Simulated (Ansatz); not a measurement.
# GeH6O: the cost of one run

Method: RKS PBE0-D4/def2-SVP, in Ansatz 0.2.0.

## (1) The starting structure

Bond lengths: Ge1–O2 2.169 Å, Ge1–H3 1.499 Å, Ge1–H4 1.498 Å, Ge1–H5 1.515 Å, O2–H8 0.964 Å. Angles: Ge1–O2–H8 133.4°, O2–Ge1–H3 114.7°, O2–Ge1–H4 114.7°, O2–Ge1–H5 90.9°, H3–Ge1–H4 118.2°, H3–Ge1–H5 107.1°, H4–Ge1–H5 107.0°.

As a file:

```xyz
8

Ge   -0.4789    0.4885   -0.4998
O     0.9141   -0.9606    0.3139
H    -0.0653    1.9186   -0.3278
H    -1.9243    0.1424   -0.3105
H    -0.1093    0.0860   -1.9127
H     0.3999   -0.3978    1.3479
H    -0.2738    0.3010    1.4755
H     1.5375   -1.5781   -0.0864
```

## (2) Pulling towards end A

Springs on the bonds that form and break draw the guess towards this end; the thresholds are loose.

input.yaml

```yaml
crystal:
  periodic: [false, false, false]
  atoms:
    - { symbol: Ge, position_ang: [-0.4789, 0.4885, -0.4998] }
    - { symbol: O, position_ang: [0.9141, -0.9606, 0.3139] }
    - { symbol: H, position_ang: [-0.0653, 1.9186, -0.3278] }
    - { symbol: H, position_ang: [-1.9243, 0.1424, -0.3105] }
    - { symbol: H, position_ang: [-0.1093, 0.086, -1.9127] }
    - { symbol: H, position_ang: [0.3999, -0.3978, 1.3479] }
    - { symbol: H, position_ang: [-0.2738, 0.301, 1.4755] }
    - { symbol: H, position_ang: [1.5375, -1.5781, -0.0864] }
basis:
  gaussian: { orbitals: def2-SVP }
hamiltonian:
  xc: pbe0
  dispersion: d4
relax:
  f_tol: 0.15
  max_steps: 25
  restrain:
    - { distance: [0, 6], at: 2.81, k: 30.0 }
    - { distance: [5, 1], at: 2.27, k: 30.0 }
    - { distance: [0, 1], at: 1.86, k: 30.0 }
    - { distance: [5, 6], at: 0.62, k: 30.0 }
output:
  orbitals: {}
```

Started as:

```console
$ ansatz run input.yaml --threads 2 --pin off --max-ram 3072MiB --backend cpu --events-out ev --progress --plain --runs-dir out
```

Q: Estimate wall time and peak memory on 2 threads of Arm Neoverse V2, shared host.

About 11 s, with a peak of 0.15 GiB.
